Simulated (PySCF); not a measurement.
**CHClFGeN (SMILES N#[C][GeH]([F])[Cl]) at 4 levels**

Wanted: a comparison of 4 runs (PBE/def2-SVP, PBE/ma-def2-SVP, PBE/def2-SVPD, PBE/def2-TZVP) of CHClFGeN. Input form: a Python script.

The calculation is run with PySCF 2.14.0.

## (1) The molecule

The species is CHClFGeN (6 atoms), meant as a singlet with charge 0. SMILES: `N#[C][GeH]([F])[Cl]`. The coordinates come from a PBE0-D4/def2-TZVP relaxation.

Bond lengths: N1–C2 1.151 Å, C2–Ge3 1.913 Å, Ge3–F4 1.718 Å, Ge3–Cl5 2.113 Å, Ge3–H6 1.520 Å. Angles: N1–C2–Ge3 178.0°, C2–Ge3–F4 105.5°, C2–Ge3–Cl5 108.2°, F4–Ge3–Cl5 107.8°, C2–Ge3–H6 113.0°, F4–Ge3–H6 109.5°, Cl5–Ge3–H6 112.5°.

## (2) The energy at PBE/def2-SVP (run 1)

calc.py

```python
from pyscf import gto, dft

mol = gto.M(
    atom='''
N       -1.036900      -2.307000       0.030700
C       -0.544000      -1.267300       0.040100
Ge       0.237100       0.477900       0.107700
F        1.896000       0.253800      -0.276600
Cl      -0.627600       1.648100      -1.423900
H        0.117300       1.130400       1.475800
''',
    charge=0,
    max_memory=1860,
    basis='def2-svp',
    verbose=3,
)

ks = dft.RKS(mol)
ks.xc = 'pbe'
ks.grids.level = 4
ks.conv_tol = 1e-10
ks.kernel()
if not ks.converged:
    ks = ks.newton().run(ks.mo_coeff, ks.mo_occ)

e_tot = ks.e_tot
print('E(%s) = %.9f' % ('PBE', e_tot))
```

Command:

```bash
OMP_NUM_THREADS=1 python calc.py
```

What it wrote:

```text
converged SCF energy = -2729.29582092454
E(PBE) = -2729.295820925
```

It took 17 s on 1 thread of Arm Neoverse V1, shared host; peak memory 0.51 GiB.

## (3) A single-point energy at PBE/ma-def2-SVP (run 2)

job.py

```python
from pyscf import gto, dft

molecule = gto.M(
    atom='''
N     -1.036900    -2.307000     0.030700
C     -0.544000    -1.267300     0.040100
Ge     0.237100     0.477900     0.107700
F      1.896000     0.253800    -0.276600
Cl    -0.627600     1.648100    -1.423900
H      0.117300     1.130400     1.475800
''',
    basis='ma-def2-svp',
    verbose=3,
    max_memory=1860,
)

myscf = dft.RKS(molecule)
myscf.xc = 'pbe'
myscf.conv_tol = 1e-10
myscf.grids.level = 4
myscf.kernel()
if not myscf.converged:
    myscf = myscf.newton().run(myscf.mo_coeff, myscf.mo_occ)

energy = myscf.e_tot
print('E = %.10f Eh' % energy)
```

Command:

```bash
OMP_NUM_THREADS=1 python job.py
```

What it wrote:

```text
converged SCF energy = -2729.31165202652
E = -2729.3116520265 Eh
```

Wall time 21 s (1 thread of Arm Neoverse V1, shared host); peak memory 0.62 GiB.

Run 3 isn't shown in full; the table further down has it.

## (4) A single-point energy at PBE/def2-TZVP (run 4)

start.xyz

```xyz
6

N     -1.036900    -2.307000     0.030700
C     -0.544000    -1.267300     0.040100
Ge     0.237100     0.477900     0.107700
F      1.896000     0.253800    -0.276600
Cl    -0.627600     1.648100    -1.423900
H      0.117300     1.130400     1.475800
```

calc.py

```python
from pyscf import gto, dft

mol = gto.Mole()
mol.atom = 'start.xyz'
mol.max_memory = 1860
mol.verbose = 3
mol.basis = 'def2-tzvp'
mol.build()

mf = dft.RKS(mol, xc='pbe')
mf.grids.level = 4
mf.conv_tol = 1e-10
mf.kernel()
if not mf.converged:
    mf = mf.newton().run(mf.mo_coeff, mf.mo_occ)

etot = mf.e_tot
print(f'total energy: {etot:.8f} hartree')
```

Command:

```bash
OMP_NUM_THREADS=1 python calc.py
```

What it wrote:

```text
converged SCF energy = -2729.95475654676
total energy: -2729.95475655 hartree
```

Wall time 46 s (1 thread of Arm Neoverse V1, shared host); peak memory 1.7 GiB.

## (5) The series

```
run            level   energy (Eh)  dipole moment (D)  HOMO energy (eV)  LUMO energy (eV)  wall time
  1     PBE/def2-SVP  -2729.295821               2.70             -8.35             -2.22       17 s
  2  PBE/ma-def2-SVP  -2729.311652               2.91             -8.70             -2.62       21 s
  3    PBE/def2-SVPD  -2729.319318               2.86             -8.66             -2.57       27 s
  4    PBE/def2-TZVP  -2729.954757               2.85             -8.55             -2.45       46 s
```

Convergence of the dipole moment of singlet CHClFGeN with the basis set, against the last point:

```
  basis set  from the last (D)  wall time
   def2-SVP            -0.1498       17 s
ma-def2-SVP            +0.0599       21 s
  def2-SVPD            +0.0091       27 s
  def2-TZVP            +0.0000       46 s
```

Convergence of the total energy of singlet CHClFGeN with the basis set, against the last point:

```
  basis set  from the last (mEh)  wall time
   def2-SVP             +658.936       17 s
ma-def2-SVP             +643.105       21 s
  def2-SVPD             +635.438       27 s
  def2-TZVP               +0.000       46 s
```

## (6) Summary of results

| quantity | value |
| --- | --- |
| run 4: total energy | -2729.95476 Eh |
| run 4: dipole moment | 2.85 D |
| run 4: HOMO energy | -8.55 eV |
| run 4: LUMO energy | -2.45 eV |
| run 4: HOMO–LUMO gap | 6.10 eV |

For the dipole moment of singlet CHClFGeN to stay within 0.1 D of the last point, ma-def2-SVP is the first point of the series from which all later ones do (21 s against 46 s). The dipole moment (its size) runs from 2.70 D (PBE/def2-SVP) to 2.91 D (PBE/ma-def2-SVP). The HOMO–LUMO gap runs from 6.08 eV (PBE/ma-def2-SVP) to 6.12 eV (PBE/def2-SVP). All runs together took 1.8 min, the longest 46 s.
